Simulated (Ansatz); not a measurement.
# Alloy of AlN and SiC (6 of 16 Al sites, 6 of 16 N sites exchanged), 32 atoms with displaced atoms, part 2 of 2

Ansatz 0.2.0, PAW.

## (4) Run again with cutoff 240 eV, smearing width 0.001 eV

in.yaml reads:

```yaml
crystal:
  lattice:
    - [6.198905, 0.000000, 0.000000]
    - [0.000000, 5.368409, 0.000000]
    - [0.000000, 0.000000, 10.015729]
  atoms:
    - { symbol: Si, position: [0.281043, 0.162406, 0.258449] }
    - { symbol: Si, position: [0.513503, 0.677892, 0.736243] }
    - { symbol: Si, position: [0.013111, 0.319076, 0.488186] }
    - { symbol: Si, position: [0.003280, 0.325232, 0.984693] }
    - { symbol: Si, position: [0.499205, 0.358412, 0.469665] }
    - { symbol: Si, position: [0.230624, 0.818559, 0.494355] }
    - { symbol: Al, position: [0.242833, 0.170170, 0.740141] }
    - { symbol: Al, position: [0.010121, 0.675278, 0.251058] }
    - { symbol: Al, position: [0.007619, 0.658612, 0.745179] }
    - { symbol: Al, position: [0.764643, 0.176819, 0.249906] }
    - { symbol: Al, position: [0.757188, 0.191417, 0.725277] }
    - { symbol: Al, position: [0.481092, 0.671796, 0.261669] }
    - { symbol: Al, position: [0.494215, 0.326031, 0.004550] }
    - { symbol: Al, position: [0.237473, 0.808238, 0.983293] }
    - { symbol: Al, position: [0.758814, 0.841111, 0.496914] }
    - { symbol: Al, position: [0.767851, 0.840865, 0.997141] }
    - { symbol: N, position: [0.980474, 0.345298, 0.193247] }
    - { symbol: N, position: [0.481507, 0.325940, 0.190820] }
    - { symbol: N, position: [0.497438, 0.333844, 0.687686] }
    - { symbol: N, position: [0.271519, 0.862344, 0.674494] }
    - { symbol: N, position: [0.770422, 0.849380, 0.182493] }
    - { symbol: N, position: [0.230061, 0.198105, 0.450224] }
    - { symbol: N, position: [0.220764, 0.162255, 0.956512] }
    - { symbol: N, position: [0.971167, 0.689078, 0.949380] }
    - { symbol: N, position: [0.737681, 0.175181, 0.934581] }
    - { symbol: N, position: [0.502686, 0.679201, 0.935650] }
    - { symbol: C, position: [0.986943, 0.329528, 0.689889] }
    - { symbol: C, position: [0.249777, 0.863573, 0.191942] }
    - { symbol: C, position: [0.772775, 0.832494, 0.670804] }
    - { symbol: C, position: [0.992964, 0.658102, 0.432245] }
    - { symbol: C, position: [0.764510, 0.156879, 0.439072] }
    - { symbol: C, position: [0.513766, 0.664235, 0.430634] }
kpoints:
  mp_grid: { grid: [2, 2, 2], shift: [0.5, 0.5, 0.5] }
basis: { ecutwfc: 240 }
hamiltonian:
  xc: pbesol
scf:
  occupations: { method: fermi_dirac, width: 0.001 }
  max_iter: 80
output:
  forces: true
  eigenvalues: true
  stress: true
  write_density: true
  write_potential: true
  elf: true
  volumetric_format: npy
```

Run with:

```bash
$ ansatz run in.yaml --threads 8 --pin off --max-ram 13300MiB --runs-dir r --events-out ev --progress --plain
```

Output:

```text
Pseudopotentials: kind: paw
Functional definition: PBEsol
  exchange = pbesol_x
  correlation = pbesol_c
Crystal: 32 atoms, lattice volume = 333.306 Å³
Basis set: ecut = 240 eV, 2803 PW (Γ), exchange–correlation on 64×60×108 points (8 copies of the dense FFT grid, shifted against one another)
Bands: 96, of which v1, the nominal top of the filled ones, is band 64 counted from 1 (63 counted from 0)
Symmetry: 1 space group operations
Space group: P1 (ITA 1), of the structure as read, at distance tolerance 6.9e-5 Å
k-points: 4 of 8 (time reversal used)
Non-local potential: Si, projectors of the file, l = 0: 2, l = 1: 2, l = 2: 2
Non-local potential: Al, projectors of the file, l = 0: 2, l = 1: 2, l = 2: 1
Non-local potential: N, projectors of the file, l = 0: 2, l = 1: 2, l = 2: 1
Non-local potential: C, projectors of the file, l = 0: 2, l = 1: 2, l = 2: 1
PAW form: soft (Blöchl's): semilocal exchange-correlation on the pseudo side does not see the compensation charge
PAW frozen core: Si, regenerated for the run's functional, and the local potential with it (the file was generated under x = pbe(κ = 0.804, μ = 0.2195149727645171), c = pbe(β = 0.06672455060314922))
PAW frozen core: Al, regenerated for the run's functional, and the local potential with it (the file was generated under x = pbe(κ = 0.804, μ = 0.2195149727645171), c = pbe(β = 0.06672455060314922))
PAW frozen core: N, regenerated for the run's functional, and the local potential with it (the file was generated under x = pbe(κ = 0.804, μ = 0.2195149727645171), c = pbe(β = 0.06672455060314922))
PAW frozen core: C, regenerated for the run's functional, and the local potential with it (the file was generated under x = pbe(κ = 0.804, μ = 0.2195149727645171), c = pbe(β = 0.06672455060314922))
PAW one-centre angular grid: Si, 110 points (default); XC on 64 Gauss nodes
PAW one-centre angular grid: Al, 110 points (default); XC on 64 Gauss nodes
PAW one-centre angular grid: N, 110 points (default); XC on 64 Gauss nodes
PAW one-centre angular grid: C, 110 points (default); XC on 64 Gauss nodes
Initial density: superposition of atomic densities (neutral atoms: chi_scale 0, normalization atom), corrected by the library's trained network
Initial wavefunctions: pseudopotential atomic-orbital guess
Functional: x = pbesol(κ = 0.804, μ = 0.12345679012345678), c = pbesol(β = 0.046)
SCF iter   1: F=—  HF=-14235.095437 eV  |F-HF|=—  |Δ(HF+E_count)|=         —  Δρ=3.65e-2  dr2=2.71e0  ethr=1.77e-3  ⟨swp⟩=6.0  Hψ=1762  notcnv=0  defer=42
preconditioner: auto → Resta (q_TF=auto, 2.326 Å⁻¹)  ε∞=4.7  [insulator: Δε(μ)=2.359 eV  Ē_g=12.030 eV  σ=0.001 eV  W_gap=1.00  n_scr=60 (ndim 8)  ℏωp=23.0 eV  f_vac=0.000  D(μ)=0.00/eV (n_scr^D=0)  ε∞_Penn≈4.7]
SCF iter   2: F=—  HF=-14234.441945 eV  |F-HF|=—  |Δ(HF+E_count)|=   6.53e-1  Δρ=1.50e-2  dr2=4.06e-1  ethr=1.77e-3  ⟨swp⟩=3.0  Hψ=734  notcnv=0  defer=94
SCF iter   3: F=—  HF=-14234.363531 eV  |F-HF|=—  |Δ(HF+E_count)|=   7.84e-2  Δρ=2.35e-3  dr2=1.80e-2  ethr=3.17e-4  ⟨swp⟩=2.0  Hψ=580  notcnv=0  defer=94
SCF iter   4: F=—  HF=-14234.362030 eV  |F-HF|=—  |Δ(HF+E_count)|=   1.50e-3  Δρ=3.31e-4  dr2=1.27e-3  ethr=1.41e-5  ⟨swp⟩=3.0  Hψ=536  notcnv=0  defer=94
SCF iter   5: F=—  HF=-14234.361711 eV  |F-HF|=—  |Δ(HF+E_count)|=   3.18e-4  Δρ=1.16e-4  dr2=9.87e-5  ethr=9.93e-7  ⟨swp⟩=4.0  Hψ=559  notcnv=0  defer=94
SCF iter   6: F=—  HF=-14234.361579 eV  |F-HF|=—  |Δ(HF+E_count)|=   1.32e-4  Δρ=2.83e-5  dr2=3.24e-6  ethr=7.71e-8  ⟨swp⟩=2.0  Hψ=638  notcnv=0  defer=94
SCF iter   7: F=—  HF=-14234.361579 eV  |F-HF|=—  |Δ(HF+E_count)|=   6.35e-7  Δρ=6.49e-6  dr2=2.18e-7  ethr=2.53e-9  ⟨swp⟩=2.0  Hψ=510  notcnv=0  defer=94
SCF iter   8: F=-14234.361578 eV  HF=-14234.361578 eV  |F-HF|=3.39e-9  |Δ(HF+E_count)|=   3.88e-8  Δρ=1.59e-6  dr2=8.06e-9  ethr=7.81e-11  ⟨swp⟩=17.5  Hψ=2931  notcnv=0
SCF 1 converged in 8 iterations: F = -14234.361578 eV  dr2 = 8.06e-9
SCF converged after 8 iterations
Free energy (F): -14234.361578 eV
Harris-Foulkes:  -14234.361578 eV  (|F-HF|=3.39e-9)
Internal energy: -14234.361578 eV  (E = F + TS)
E sigma→0 (E₀):  -14234.361578 eV
Fermi energy:    10.166756 eV
--- Per-component energies (eV) ---
  E_band       = 299.703646
  E_kinetic    = 2445.632708
  E_local      = -2903.558118  (includes V_loc(G=0)·N_el)
  E_nonlocal   = 825.069479
  E_hartree    = 976.595562
  E_xc         = -1652.329420
  E_vxc        = -1751.952684  (∫ρ·V_xc dr)
  E_paw        = -9325.736749  (= ΣΔE_a)
  E_vpaw       = -268.691492  (= ΣTr[D̂ρ^β])
  E_aug_tail   = 0.013125  (compensation charges beyond the density's cutoff)
  E_ewald      = -4600.836510
  E_core_change = 0.788345  (= ΣΔE_core)
  E_smearing   = -0.000000  (= −TS)
  E_closure    = 0.000000  (closes the sum)
  Σ components = -14234.361578   (vs F -14234.361578, Δ=0.00e0)
--- Forces (eV/Å), atoms counted from 1 ---
  atom   1  Si    -4.54002104    -0.87434410    -1.69626244
  atom   2  Si     1.88152352    -0.07979488    -0.20625893
  atom   3  Si    -8.79331505     6.17005768     4.68727766
  atom   4  Si    -5.09347806     2.10168007     2.79168834
  atom   5  Si     2.53701153    -3.22305451     4.51998560
  atom   6  Si     1.94403054    -0.66028811    -0.28950049
  atom   7  Al     0.21432789     1.76216206     1.36829210
  atom   8  Al    -1.35206580     0.74545326    -2.31842299
  atom   9  Al    -0.31598305     1.48261427    -0.19081140
  atom  10  Al    -2.46905542    -2.69977903    -0.48721527
  atom  11  Al    -5.19141737    -5.09163868     2.47326650
  atom  12  Al     2.09634471     1.33226621    -6.92394896
  atom  13  Al    -0.40972756     0.80472279    -0.95880585
  atom  14  Al     1.35262167     2.21559848     3.65888153
  atom  15  Al    -0.81094354    -2.19346822    -1.88090560
  atom  16  Al    -7.76860862     4.03597313     2.91382405
  atom  17  N      5.00964556     0.74706044    -3.76975625
  atom  18  N      1.67814939     1.67463650     0.75006343
  atom  19  N     -1.62171642     3.02477458    -1.14808777
  atom  20  N      0.36763631    -3.94052764     0.45642548
  atom  21  N     -2.03668002    -0.78154351     0.38733540
  atom  22  N      8.89850605    -5.18756780    -4.00646773
  atom  23  N      2.74808157    -0.09307024    -2.87136649
  atom  24  N      7.71471559    -8.03189094    -4.44761462
  atom  25  N      2.56108095     1.02306061     0.09260792
  atom  26  N     -0.42949606    -1.39887224    -2.26110856
  atom  27  C      7.21942069     2.49075084    -3.23363642
  atom  28  C      0.56012529    -0.33580233    -1.07365526
  atom  29  C     -3.35430206    -0.02610492     6.36601189
  atom  30  C      2.81053930    -1.47750357     2.60447349
  atom  31  C     -2.14149941     4.53147929    -0.62159582
  atom  32  C     -3.26551704     1.95299533     5.31480510
  max |Σ_I F_I| component: 4.82e-4 eV/Å
--- Stress (GPa, compression-positive) ---
       19.383271      -2.284184      -2.768957
       -2.284192      13.151350      -0.709785
       -2.768934      -0.709781      10.790164
  P = ⅓ Tr σ = 14.4416 GPa (144.416 kbar)
--- Band table (eV) ---
  k-point 0: bands = ["-9.4865", "-8.1401", "-7.5784", "-7.3717", "-7.0474", "-6.4486", "-6.1489", "-5.8276", "-5.7302", "-4.5366", "-3.9288", "-3.3763", "-2.3614", "-1.9702", "-1.7857", "-1.2720", "-0.1385", "0.5972", "0.7647", "0.8810", "1.5885", "1.7982", "1.8757", "2.1400", "2.2805", "2.5522", "2.8369", "3.0209", "3.1882", "3.3505", "3.4880", "3.6881", "3.8341", "4.0110", "4.1650", "4.4071", "4.5451", "4.7184", "4.8618", "5.0066", "5.1147", "5.2566", "5.3284", "5.4705", "5.5971", "5.9025", "5.9733", "6.0249", "6.1645", "6.2711", "6.3982", "6.5586", "6.7294", "6.9610", "7.1003", "7.3227", "7.4988", "7.5977", "7.7118", "7.8966", "8.3021", "8.4417", "8.7855", "8.9971", "11.3365", "11.6358", "12.0795", "12.2842", "12.4373", "12.5020", "12.6368", "12.8667", "13.0834", "13.3211", "13.4429", "13.6241", "13.8568", "14.1783", "14.3339", "14.4507", "14.6741", "14.8450", "14.9686", "15.2752", "15.4434", "15.6261", "15.8528", "16.0013", "16.0798", "16.1203", "16.3867", "16.5448", "16.6940", "16.7704", "17.0036", "17.0995"]
  k-point 1: bands = ["-9.4861", "-8.1540", "-7.5128", "-7.4161", "-7.0517", "-6.4691", "-6.1294", "-5.8680", "-5.6890", "-4.5410", "-3.9289", "-3.3813", "-2.3615", "-1.9049", "-1.8245", "-1.2746", "-0.1712", "0.5445", "0.7936", "0.9069", "1.5169", "1.6776", "1.8570", "2.3044", "2.3697", "2.6212", "2.8884", "3.0871", "3.2171", "3.4327", "3.4614", "3.6310", "3.7328", "3.9132", "4.1690", "4.3739", "4.5622", "4.6965", "4.7621", "4.9026", "5.0444", "5.1691", "5.4206", "5.5103", "5.6290", "5.8565", "5.9747", "6.0076", "6.1627", "6.3436", "6.6086", "6.6465", "6.7057", "6.9706", "7.1182", "7.3439", "7.4442", "7.6171", "7.7503", "7.9108", "8.2732", "8.5173", "8.6098", "8.9549", "11.4288", "11.5852", "11.9225", "12.1525", "12.4143", "12.4860", "12.6743", "12.8882", "13.2323", "13.2955", "13.5289", "13.7114", "13.8553", "14.1163", "14.3458", "14.5968", "14.7495", "14.8506", "15.0723", "15.2023", "15.3753", "15.5319", "15.7089", "15.9226", "16.0771", "16.2316", "16.4441", "16.5650", "16.5910", "16.8322", "16.9848", "17.1543"]
  k-point 2: bands = ["-9.4859", "-8.1465", "-7.5194", "-7.4287", "-7.0498", "-6.4845", "-6.0447", "-5.9078", "-5.7082", "-4.5200", "-3.9626", "-3.3519", "-2.3642", "-2.0358", "-1.8392", "-1.1076", "-0.0980", "0.4175", "0.7447", "1.0012", "1.4873", "1.6858", "1.8937", "2.2435", "2.5918", "2.6892", "2.8477", "2.9932", "3.1554", "3.2007", "3.3963", "3.6640", "3.8326", "3.9590", "4.1133", "4.3411", "4.4464", "4.5709", "4.7894", "5.0180", "5.1644", "5.2369", "5.4253", "5.5225", "5.6362", "5.8251", "5.9451", "6.0655", "6.2015", "6.3910", "6.5343", "6.7138", "6.8063", "6.9605", "7.1856", "7.3530", "7.4127", "7.5484", "7.7709", "7.9937", "8.1793", "8.3857", "8.6674", "8.9120", "11.4567", "11.5969", "11.9286", "12.0931", "12.4164", "12.5118", "12.7267", "12.8621", "12.9710", "13.3162", "13.4886", "13.6174", "13.9271", "14.1838", "14.2893", "14.5510", "14.7556", "14.8220", "15.0938", "15.1855", "15.4762", "15.7293", "15.7937", "15.9284", "16.0451", "16.2496", "16.4454", "16.5779", "16.6899", "16.8599", "17.1015", "17.2581"]
  k-point 3: bands = ["-9.4865", "-8.1361", "-7.5614", "-7.4028", "-7.0525", "-6.4656", "-6.0695", "-5.8999", "-5.6926", "-4.5258", "-3.9702", "-3.3588", "-2.3623", "-2.0368", "-1.8355", "-1.1010", "-0.0918", "0.4104", "0.7308", "1.0603", "1.5891", "1.7244", "1.9630", "2.0885", "2.3391", "2.4981", "2.8431", "2.9646", "3.1026", "3.3112", "3.6734", "3.7430", "3.8847", "3.9880", "4.1677", "4.1973", "4.3962", "4.7223", "4.8330", "4.9051", "5.0798", "5.3778", "5.4421", "5.5890", "5.6248", "5.7666", "5.8866", "6.0887", "6.2976", "6.4378", "6.5046", "6.6431", "6.7464", "6.8575", "7.0019", "7.3200", "7.4615", "7.5907", "7.7893", "7.9476", "8.2336", "8.5418", "8.6358", "8.8878", "11.3846", "11.7047", "11.8896", "12.2152", "12.4440", "12.5003", "12.6365", "12.9043", "13.1357", "13.2011", "13.5486", "13.6945", "13.8078", "14.0782", "14.3604", "14.5676", "14.7340", "14.8839", "15.0365", "15.2214", "15.3570", "15.5252", "15.7859", "15.9305", "16.1626", "16.1994", "16.4177", "16.5439", "16.6753", "16.7176", "16.8830", "17.2299"]
```

Wall time 3.5 s (8 threads of Intel Xeon Platinum 8259CL at 2.50GHz, shared host); peak memory 0.59 GiB.

Change from the base: energy +593.6 meV/atom; forces by 0.179 eV/Å rms; pressure +3.26 GPa; frontier spacing 2.34 eV (base 2.39). These settings are too loose to trust, converged or not.

## (5) Variant: density cutoff ratio 6

Changes to in.yaml since step 4:

```diff
@@ -40,3 +40,3 @@
   mp_grid: { grid: [2, 2, 2], shift: [0.5, 0.5, 0.5] }
-basis: { ecutwfc: 240 }
+basis: { ecutrho_ratio: 6 }
 hamiltonian:
@@ -44,4 +44,4 @@
 scf:
-  occupations: { method: fermi_dirac, width: 0.001 }
-  max_iter: 80
+  occupations: { method: fermi_dirac, width: 0.01 }
+  max_iter: 50
 output:
@@ -50,5 +50 @@
   stress: true
-  write_density: true
-  write_potential: true
-  elf: true
-  volumetric_format: npy
```

Run with:

```bash
$ ansatz run in.yaml --threads 8 --pin off --max-ram 13300MiB --runs-dir r --events-out ev --progress --plain
```

Output (excerpt; [...] marks lines left out):

```text
Pseudopotentials: kind: paw
Functional definition: PBEsol
[...]
Crystal: 32 atoms, lattice volume = 333.306 Å³
Basis set: ecut = 420 eV, 6509 PW (Γ), exchange–correlation on 108×90×180 points (8 copies of the dense FFT grid, shifted against one another)
Bands: 96, of which v1, the nominal top of the filled ones, is band 64 counted from 1 (63 counted from 0)
Symmetry: 1 space group operations
Space group: P1 (ITA 1), of the structure as read, at distance tolerance 6.9e-5 Å
k-points: 4 of 8 (time reversal used)
[...]
SCF iter   1: F=—  HF=-14253.485498 eV  |F-HF|=—  |Δ(HF+E_count)|=         —  Δρ=1.00e-2  dr2=4.58e-1  ethr=1.77e-3  ⟨swp⟩=6.0  Hψ=1775  notcnv=0  defer=49
[...]
SCF iter   8: F=-14253.355418 eV  HF=-14253.355418 eV  |F-HF|=3.61e-9  |Δ(HF+E_count)|=   2.61e-8  Δρ=1.41e-6  dr2=6.94e-9  ethr=7.81e-11  ⟨swp⟩=12.0  Hψ=1199  notcnv=0
[...]
SCF converged after 8 iterations
Free energy (F): -14253.355418 eV
[...]
E sigma→0 (E₀):  -14253.355418 eV
Fermi energy:    10.105679 eV
[...]
--- Forces (eV/Å), atoms counted from 1 ---
  atom   1  Si    -4.28795232    -0.99248040    -1.87152053
  atom   2  Si     1.89873328    -0.07967045    -0.31920784
  atom   3  Si    -8.92216619     6.14677751     4.56805585
  atom   4  Si    -4.99952290     1.89470646     2.62419488
  atom   5  Si     2.48465739    -3.06504010     4.35604498
  atom   6  Si     1.75889981    -0.81317813    -0.16664124
  atom   7  Al     0.25748267     1.65434825     0.92991607
  atom   8  Al    -1.42843466     0.68118198    -2.22851468
[...]
--- Stress (GPa, compression-positive) ---
       14.769402      -2.357037      -2.788857
       -2.357041      10.343996      -0.918985
       -2.788835      -0.918983       8.425507
  P = ⅓ Tr σ = 11.1796 GPa (111.796 kbar)
--- Band table (eV) ---
[...]
```

Wall time 4.5 s (8 threads of Intel Xeon Platinum 8259CL at 2.50GHz, shared host); peak memory 1 GiB.

Against the first run: energy 0.0 meV/atom; forces by 0.000 eV/Å rms; pressure 0.00 GPa; frontier spacing 2.39 eV (base 2.39).

## (6) Summary of results

The summary covers parts 1 to 2.

| settings | status | cycles | time | energy from base (meV/atom) | forces from base (eV/Å rms) | filled to empty level on the mesh (eV) |
| --- | --- | --- | --- | --- | --- | --- |
| base | converged | 8 | 5.1 s (8 CPU threads) | 0 | 0 | 2.39 |
| k points Γ alone, xc grid 3 | converged | 8 | 2.4 s (8 CPU threads) | +107.6 | 0.231 | 1.63 |
| cutoff 240 eV, smearing width 0.001 eV | converged, settings too loose | 8 | 3.5 s (8 CPU threads) | +593.6 | 0.179 | 2.34 |
| density cutoff ratio 6 | converged | 8 | 4.5 s (8 CPU threads) | 0.0 | 0.000 | 2.39 |

**What this shows.** Among these variants the forces move most with k points Γ alone, xc grid 3 (0.231 eV/Å rms) and least with density cutoff ratio 6 (0.000). The base mesh is coarse for so small a cell, so pressure, spacing and their changes aren't converged values of the solid.
